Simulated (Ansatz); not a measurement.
# C₁₃H₁₀: one species, many methods

The task here is to estimate one member of a computed series from the others.

Method: functionals in def2-TZVPP, the program's frozen cores in correlated methods; program: Ansatz 0.2.0, Gaussian basis.

The runs, in order: LDA (SPW92), PBE-D4, revPBE-D4, BLYP-D4, r2SCAN-D4, B97M-V, PBE0-D4, B3LYP-D4, r2SCANh-D4, r2SCAN0-D4, HSE06-D4, BHLYP-D4, CAM-B3LYP-D4, LC-ωPBE, ωB97X-V, ωB97M-V, B2PLYP, PBE-QIDH; CCSD(T)/def2-SVP; CCSD(T)/def2-TZVPP; MP2/def2-QZVPP; extrapolation to the limit; RPA on PBE.

**The relaxed structure**

All runs share one geometry, relaxed beforehand with PBE0-D4 in a triple-zeta def2 set.

SMILES `c1ccc2c(c1)Cc1ccccc1-2`, 23 atoms, charge 0, spin multiplicity 1.

Atoms are counted from 1 here; the program's logs count them from 0.

Bond lengths: C1–C2 1.391 Å, C1–C6 1.390 Å, C1–H14 1.084 Å, C2–C3 1.387 Å, C2–H15 1.084 Å, C3–C4 1.388 Å, C3–H16 1.084 Å, C4–C5 1.401 Å, C4–C13 1.459 Å, C5–C6 1.382 Å, C5–C7 1.502 Å, C6–H17 1.085 Å, C7–C8 1.502 Å, C7–H18 1.096 Å, C7–H19 1.096 Å, C8–C9 1.382 Å, C8–C13 1.401 Å, C9–C10 1.390 Å and more. Angles: C2–C1–C6 120.6°, C2–C1–H14 119.6°, C6–C1–H14 119.8°, C1–C2–C3 120.7°, C1–C2–H15 119.6°, C3–C2–H15 119.8°, C2–C3–C4 118.8°, C2–C3–H16 120.4°, C4–C3–H16 120.9°, C3–C4–C5 120.5°, C3–C4–C13 131.0°, C5–C4–C13 108.5°, C4–C5–C6 120.4°, C4–C5–C7 110.1°, C6–C5–C7 129.5°, C1–C6–C5 119.0°, C1–C6–H17 120.2°, C5–C6–H17 120.8° and more.

Coordinates:

```xyz
23

C    -3.05756   -1.20685   -1.01814
C    -2.08470   -2.18787   -1.17654
C    -0.76487   -1.93724   -0.83264
C    -0.43147   -0.68873   -0.32698
C    -1.41140    0.29920   -0.16757
C    -2.72515    0.04408   -0.51191
C    -0.79597    1.54932    0.39324
C     0.65062    1.17285    0.54061
C     1.71088    1.92358    1.01163
C     2.97586    1.34947    1.05394
C     3.17367    0.04009    0.62927
C     2.11329   -0.71776    0.15571
C     0.84963   -0.14593    0.11297
H    -4.08424   -1.42077   -1.29230
H    -2.36248   -3.15784   -1.57296
H    -0.01044   -2.70602   -0.95826
H    -3.48921    0.80485   -0.39093
H    -0.92845    2.40548   -0.27737
H    -1.24434    1.82999    1.35264
H     1.56367    2.94569    1.34452
H     3.81663    1.92675    1.42116
H     4.16745   -0.39112    0.66950
H     2.27339   -1.73833   -0.17408
```

Set-up of the first run:

File in.yaml:

```yaml
crystal:
  periodic: [false, false, false]
  atoms:
    - {symbol: C, position_ang: [-3.057560, -1.206848, -1.018142]}
    - {symbol: C, position_ang: [-2.084702, -2.187867, -1.176541]}
    - {symbol: C, position_ang: [-0.764875, -1.937243, -0.832641]}
    - {symbol: C, position_ang: [-0.431474, -0.688728, -0.326979]}
    - {symbol: C, position_ang: [-1.411401, 0.299199, -0.167573]}
    - {symbol: C, position_ang: [-2.725152, 0.044075, -0.511911]}
    - {symbol: C, position_ang: [-0.795973, 1.549320, 0.393240]}
    - {symbol: C, position_ang: [0.650615, 1.172855, 0.540612]}
    - {symbol: C, position_ang: [1.710879, 1.923576, 1.011630]}
    - {symbol: C, position_ang: [2.975864, 1.349472, 1.053938]}
    - {symbol: C, position_ang: [3.173675, 0.040095, 0.629269]}
    - {symbol: C, position_ang: [2.113288, -0.717760, 0.155713]}
    - {symbol: C, position_ang: [0.849634, -0.145926, 0.112972]}
    - {symbol: H, position_ang: [-4.084236, -1.420772, -1.292298]}
    - {symbol: H, position_ang: [-2.362476, -3.157841, -1.572961]}
    - {symbol: H, position_ang: [-0.010440, -2.706016, -0.958261]}
    - {symbol: H, position_ang: [-3.489212, 0.804849, -0.390934]}
    - {symbol: H, position_ang: [-0.928447, 2.405476, -0.277373]}
    - {symbol: H, position_ang: [-1.244344, 1.829991, 1.352642]}
    - {symbol: H, position_ang: [1.563667, 2.945687, 1.344523]}
    - {symbol: H, position_ang: [3.816626, 1.926755, 1.421161]}
    - {symbol: H, position_ang: [4.167452, -0.391119, 0.669497]}
    - {symbol: H, position_ang: [2.273390, -1.738332, -0.174080]}
basis:
  gaussian: {orbitals: def2-TZVPP}
hamiltonian: {xc: lda}
output: {orbitals: {seedname: orbitals}}
```

Command:

```bash
> ansatz run in.yaml --threads 4 --pin off --events-out ev --progress --plain --max-ram 66560MiB --backend cuda --devices 0, --max-vram 37GiB
```

Steps of the session up to this table: LDA; PBE-D4 (GGA); revPBE-D4 (GGA); BLYP-D4 (GGA); r2SCAN-D4 (meta-GGA); B97M-V (meta-GGA); PBE0-D4 (hybrid); B3LYP-D4 (hybrid); r2SCANh-D4 (hybrid); r2SCAN0-D4 (hybrid); HSE06-D4 (hybrid); BHLYP-D4 (hybrid); CAM-B3LYP-D4 (range-separated); LC-ωPBE (range-separated); ωB97X-V (range-separated); ωB97M-V (range-separated); B2PLYP (double hybrid); PBE-QIDH (double hybrid).

One table of the session follows, with a row left open; its other results are not shown here.

It belongs to the step «Orbital energies across the functionals». 

| functional | HOMO (eV) | gap (eV) |
| --- | --- | --- |
| LDA (SPW92) | -5.66 | 3.67 |
| PBE-D4 | -5.44 | 3.69 |
| revPBE-D4 | -5.36 | 3.70 |
| BLYP-D4 | -5.23 | 3.67 |
| r2SCAN-D4 | -5.56 | 3.95 |
| B97M-V | -5.51 | 3.98 |
| PBE0-D4 | -6.28 | 5.34 |
| B3LYP-D4 | -6.08 | 4.98 |
| r2SCANh-D4 | -5.89 | 4.57 |
| r2SCAN0-D4 | -6.38 | 5.50 |
| HSE06-D4 | -5.91 | 4.60 |
| BHLYP-D4 | -6.93 | 6.95 |
| CAM-B3LYP-D4 | ? | ? |
| LC-ωPBE | -8.59 | 9.58 |
| ωB97X-V | -8.27 | 9.27 |
| ωB97M-V | -8.21 | 9.15 |

Q: Estimate the row for CAM-B3LYP-D4 from the others.

As computed: HOMO (eV): -7.38; gap (eV): 7.45. In the column «HOMO (eV)» it lies between ωB97M-V (-8.21) and BHLYP-D4 (-6.93).
